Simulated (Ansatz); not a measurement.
# FH4OSSi (charge +1): inversion of the pyramid at S4, part 2 of 2

Wanted: the energy profile along the inversion of the pyramid at S4, from relaxed end points and a band of images. SMILES of the start: O[SiH](F)[SH2+].

Ansatz 0.2.0; RKS LDA/6-31G*.

## (5) The band, image by image

The 5 inner images lie between the fixed ends 0 and 6. Energy is taken from image 0, and the path length is the program's own coordinate along the band.

```tsv
image	path (Å)	energy (eV)	sum of angles at S4 (°)	band force (eV/Å)
0	0.000	0.0000	289.8	-
1	0.472	0.0240	295.9	0.017
2	0.943	0.2552	329.1	0.007
3*	1.415	0.6797	360.0	0.011
4	1.794	0.3600	341.2	0.009
5	2.173	0.0890	308.5	0.012
6	2.552	0.0396	293.7	-
```

The star marks the climbing image.

image, energy (eV) and a bar:
```
        0      0.000 
        1      0.024 #
        2      0.255 ###########
        3      0.680 ##############################
        4      0.360 ################
        5      0.089 ####
        6      0.040 ##
```

How the highest energy settled:

```tsv
iteration	highest image above image 0 (eV)	largest band force (eV/Å)
1	0.9577	1.093
2	0.7248	0.777
3	0.6801	0.329
4	0.6895	0.155
5	0.6879	0.104
6	0.6864	0.066
7	0.6846	0.063
8	0.6835	0.065
9	0.6824	0.061
10	0.6808	0.050
11	0.6799	0.062
12	0.6798	0.060
13	0.6797	0.017
```

Positions of all images (Å):

```xyz
8
image=0 dE=0.0000
O     0.149    1.155   -1.039
Si    0.318    0.536    0.435
F    -0.903    0.729    1.418
S     0.089   -1.612   -0.290
H     0.372    2.075   -1.297
H     1.620    0.595    1.139
H    -0.984   -1.345   -1.098
H    -0.661   -2.132    0.731
8
image=1 dE=0.0240
O     0.001    1.194   -0.985
Si    0.317    0.556    0.456
F    -0.787    0.746    1.567
S     0.093   -1.636   -0.188
H     0.314    2.074   -1.286
H     1.691    0.610    1.005
H    -0.761   -1.447   -1.241
H    -0.868   -2.097    0.672
8
image=2 dE=0.2552
O    -0.079    1.336   -0.919
Si    0.288    0.640    0.476
F    -0.695    0.874    1.683
S    -0.047   -1.554   -0.146
H     0.399    2.094   -1.318
H     1.704    0.554    0.909
H    -0.685   -1.675   -1.346
H    -0.883   -2.270    0.662
8
image=3 dE=0.6797
O    -0.067    1.370   -0.895
Si    0.328    0.669    0.487
F    -0.620    0.896    1.721
S    -0.416   -1.375   -0.131
H     0.430    2.091   -1.336
H     1.746    0.520    0.883
H    -0.590   -1.785   -1.411
H    -0.810   -2.386    0.683
8
image=4 dE=0.3600
O    -0.043    1.371   -0.882
Si    0.355    0.623    0.478
F    -0.570    0.884    1.727
S    -0.749   -1.273   -0.145
H     0.448    2.099   -1.316
H     1.775    0.455    0.860
H    -0.498   -1.784   -1.380
H    -0.718   -2.373    0.657
8
image=5 dE=0.0890
O    -0.032    1.357   -0.892
Si    0.315    0.561    0.455
F    -0.526    0.903    1.745
S    -0.958   -1.238   -0.170
H     0.435    2.138   -1.255
H     1.733    0.275    0.790
H    -0.372   -1.715   -1.309
H    -0.595   -2.281    0.637
8
image=6 dE=0.0396
O    -0.103    1.324   -0.948
Si    0.177    0.564    0.436
F    -0.745    0.913    1.667
S    -0.800   -1.373   -0.264
H     0.104    2.258   -1.161
H     1.571    0.277    0.852
H     0.097   -1.711   -1.240
H    -0.299   -2.252    0.658
```

## (6) Vibrations at the top

The geometry is the highest inner image of the first converged band.

Input file input.yaml:

```yaml
crystal:
  periodic: [false, false, false]
  atoms:
    - { symbol: O, position_ang: [-0.067416, 1.370437, -0.895219] }
    - { symbol: Si, position_ang: [0.327737, 0.668823, 0.487176] }
    - { symbol: F, position_ang: [-0.620495, 0.896072, 1.720745] }
    - { symbol: S, position_ang: [-0.416139, -1.374876, -0.130957] }
    - { symbol: H, position_ang: [0.430457, 2.090969, -1.336443] }
    - { symbol: H, position_ang: [1.745543, 0.519872, 0.882964] }
    - { symbol: H, position_ang: [-0.589741, -1.785492, -1.411228] }
    - { symbol: H, position_ang: [-0.809945, -2.385805, 0.682972] }
total_charge: 1
basis:
  gaussian: { orbitals: "6-31G*" }
hamiltonian:
  xc: lda
phonons: {}
```

The run is started by

```console
> ansatz run input.yaml --threads 1 --pin off --max-ram 2048MiB --backend cpu --events-out ev --progress --plain --runs-dir out
```

Output, shortened:

```text
Warning: RAYON_NUM_THREADS=1 ignored (pool sized by the plan → 1); use --threads N
[...]
Functional definition: SPW92
[...]
863 factors; their error is unknown
[...]
mean field -23433.91877221 eV, -861.1806307982 hartree, gradient 5.2e-5 eV, S^2 0.000000; 0 other end points of the search recorded, 0 dependent functions left out
[...]
reference -23433.91880354 eV, -861.1806319496 hartree; 25, 25 occupied and 51, 51 virtual orbitals, 863 factors
[...]
863 factors; their error is unknown
mean field -23433.91870377 eV, -861.1806282830 hartree, gradient 9.2e-7 eV, S^2 0.000000; 0 other end points of the search recorded, 0 dependent functions left out
[...]
reference -23433.91873510 eV, -861.1806294342 hartree; 25, 25 occupied and 51, 51 virtual orbitals, 863 factors
[...]
863 factors; their error is unknown
mean field -23433.91873877 eV, -861.1806295693 hartree, gradient 2.9e-6 eV, S^2 0.000000; 0 other end points of the search recorded, 0 dependent functions left out
[...]
WARN: phonons: modes at or below zero, which the zero-point energy, F, S and C_V leave out: 1, the lowest at -597.86 cm⁻¹. A minimum has none, and a first-order saddle one
[...]
Total energy: -23433.91880354 eV, -861.1806319496 hartree
Atom 0 at    -0.067416     1.370437    -0.895219 Å, force    -0.007026     0.001024    -0.004729 eV/Å
Atom 1 at     0.327737     0.668823     0.487176 Å, force     0.010967    -0.003917    -0.001581 eV/Å
Atom 2 at    -0.620495     0.896072     1.720745 Å, force    -0.003291     0.001128     0.000242 eV/Å
Atom 3 at    -0.416139    -1.374876    -0.130957 Å, force    -0.002636    -0.001392     0.002195 eV/Å
Atom 4 at     0.430457     2.090969    -1.336443 Å, force     0.001398    -0.000235     0.003237 eV/Å
Atom 5 at     1.745543     0.519872     0.882964 Å, force    -0.000837     0.000742     0.001391 eV/Å
Atom 6 at    -0.589741    -1.785492    -1.411228 Å, force     0.000814     0.001745    -0.000878 eV/Å
Atom 7 at    -0.809945    -2.385805     0.682972 Å, force     0.000610     0.000905     0.000123 eV/Å
Dipole moment:     0.357807    -0.450112    -0.464205 e Å
Vibrations: -597.86 85.92 177.60 232.10 272.85 328.40 392.85 479.09 627.73 715.99 814.30 908.11 1100.56 1110.63 2309.18 2647.30 2693.55 3690.30 cm⁻¹, zero-point energy 1.152213 eV
```

Wall time 50 s (1 thread of Arm Neoverse V1, shared host); peak memory 0.1 GiB.

Of 18 modes, 1 is imaginary by more than 30 cm⁻¹ (598i cm⁻¹).

## (7) The band again, with other settings

crystal.atoms is end A as relaxed above, and neb.final_atoms is end B, turned to lie on A. With 8 inner images the band has 10 in all.

Input file input.yaml:

```yaml
crystal:
  periodic: [false, false, false]
  atoms:
    - { symbol: O, position_ang: [0.149308, 1.155327, -1.038504] }
    - { symbol: Si, position_ang: [0.317957, 0.535701, 0.435063] }
    - { symbol: F, position_ang: [-0.902635, 0.728612, 1.418494] }
    - { symbol: S, position_ang: [0.088608, -1.612288, -0.289754] }
    - { symbol: H, position_ang: [0.371731, 2.074957, -1.297348] }
    - { symbol: H, position_ang: [1.619872, 0.594845, 1.139338] }
    - { symbol: H, position_ang: [-0.983765, -1.345486, -1.098223] }
    - { symbol: H, position_ang: [-0.661075, -2.131667, 0.730944] }
total_charge: 1
basis:
  gaussian: { orbitals: "6-31G*" }
hamiltonian:
  xc: lda
neb:
  order_check: false
  images: 8
  f_tol: 0.03
  max_iterations: 60
  initial_path: idpp
  climbing: false
  final_atoms:
    - { symbol: O, position_ang: [0.03822079, 1.28110561, -1.00953737] }
    - { symbol: Si, position_ang: [0.19805048, 0.57012412, 0.41808559] }
    - { symbol: F, position_ang: [-0.75004332, 1.04346259, 1.58659145] }
    - { symbol: S, position_ang: [-0.88698776, -1.32313765, -0.24139532] }
    - { symbol: H, position_ang: [0.32358608, 2.18615074, -1.25349171] }
    - { symbol: H, position_ang: [1.54680106, 0.20384783, 0.91461024] }
    - { symbol: H, position_ang: [0.02567515, -1.77089602, -1.15684316] }
    - { symbol: H, position_ang: [-0.49530146, -2.19065621, 0.74199027] }
```

The run is started by

```console
> ansatz run input.yaml --threads 1 --pin off --max-ram 2048MiB --backend cpu --events-out ev --progress --plain --runs-dir out
```

Output, shortened:

```text
Warning: RAYON_NUM_THREADS=1 ignored (pool sized by the plan → 1); use --threads N
[...]
[... 1 set-up line as earlier in the session ...]
[...]
863 factors; their error is unknown
[...]
mean field -23434.59852244 eV, -861.2056111581 hartree, gradient 6.3e-5 eV, S^2 0.000000; 0 other end points of the search recorded, 0 dependent functions left out
[...]
reference -23434.59855438 eV, -861.2056123321 hartree; 25, 25 occupied and 51, 51 virtual orbitals, 863 factors
863 factors; their error is unknown
[...]
mean field -23434.55895942 eV, -861.2041572442 hartree, gradient 3.6e-5 eV, S^2 0.000000; 0 other end points of the search recorded, 0 dependent functions left out
[...]
reference -23434.55899129 eV, -861.2041584153 hartree; 25, 25 occupied and 51, 51 virtual orbitals, 863 factors
NEB end point (image 0): max|allowed force component| = 7.132e-3 eV/Å (the criterion of neb.relax_end_points is 1.000e-2)
[...]
NEB iter  12: max|band force component| = 2.545e-2 eV/Å  barrier→ = 0.6789 eV  barrier← = 0.6393 eV  Δτ_max = 0.0000 Å  (430 SCF iters)
Total energy: -23433.91966657 eV, -861.1806636651 hartree
Atom 0 at    -0.063109     1.379272    -0.886274 Å, force    -0.007242    -0.016873    -0.002155 eV/Å
Atom 1 at     0.334417     0.666709     0.489834 Å, force    -0.029948     0.018193    -0.015294 eV/Å
Atom 2 at    -0.608678     0.897254     1.726849 Å, force     0.008119     0.000341    -0.005991 eV/Å
Atom 3 at    -0.411601    -1.377633    -0.131050 Å, force     0.086530    -0.041599    -0.000099 eV/Å
Atom 4 at     0.441915     2.085567    -1.342082 Å, force     0.005798    -0.003941     0.019782 eV/Å
Atom 5 at     1.752857     0.502917     0.877102 Å, force    -0.001530     0.001988     0.005254 eV/Å
Atom 6 at    -0.614610    -1.771263    -1.412500 Å, force    -0.035938     0.016444     0.003123 eV/Å
Atom 7 at    -0.831189    -2.382823     0.678131 Å, force    -0.025788     0.025447    -0.004620 eV/Å
Dipole moment:     0.345151    -0.450243    -0.472963 e Å
this run last wrote the band of iteration 12 to <dir>
```

It took 2.5 min on 1 thread of Arm Neoverse V1, shared host; peak memory 0.14 GiB.

## (8) What the band shows

Images 0 and 9 are the ends. Energies count from image 0; the path length is the program's own measure over all atoms.

```tsv
image	path (Å)	energy (eV)	sum of angles at S4 (°)	band force (eV/Å)
0	0.000	0.0000	289.8	-
1	0.297	0.0033	289.0	0.010
2	0.594	0.0367	297.7	0.015
3	0.891	0.1511	316.1	0.021
4	1.188	0.4385	344.3	0.025
5	1.485	0.6789	359.8	0.023
6	1.782	0.4827	349.7	0.018
7	2.078	0.1794	322.4	0.025
8	2.375	0.0652	302.6	0.025
9	2.671	0.0396	293.7	-
```

image, energy (eV) and a bar:
```
        0      0.000 
        1      0.003 
        2      0.037 ##
        3      0.151 #######
        4      0.439 ###################
        5      0.679 ##############################
        6      0.483 #####################
        7      0.179 ########
        8      0.065 ###
        9      0.040 ##
```

## (9) Summary of results

What follows sums up all 2 parts.

| quantity | value |
| --- | --- |
| end A | 16 moves, 0.155 eV lower |
| end B | 11 moves, 0.129 eV lower |
| first band: barrier forwards | 0.680 eV |
| first band: barrier backwards | 0.640 eV |
| first band: second end relative to first | +0.040 eV |
| first band: highest image | 3 of 0 to 6, climbing |
| first band: band iterations | 13 |
| imaginary modes at the top | 598i cm⁻¹ |
| second band | top 0.679 eV above image 0, 12 iterations, 8 inner images, none climbing |
| time, first and second band | 1.7 min and 2.5 min |

In words: In the first band: the barrier from the first end is 0.68 eV, 26 times kT at 300 K, which at an assumed attempt frequency of 10^13 s⁻¹ means a rate near 10^2 s⁻¹. The second end lies 0.040 eV above the first, so the way back costs 0.64 eV. One imaginary mode, as a first-order saddle point has. The second band's top lies 1 meV below the first's, so the changed settings hardly move the height. These are electronic energies, with no zero-point or thermal terms.
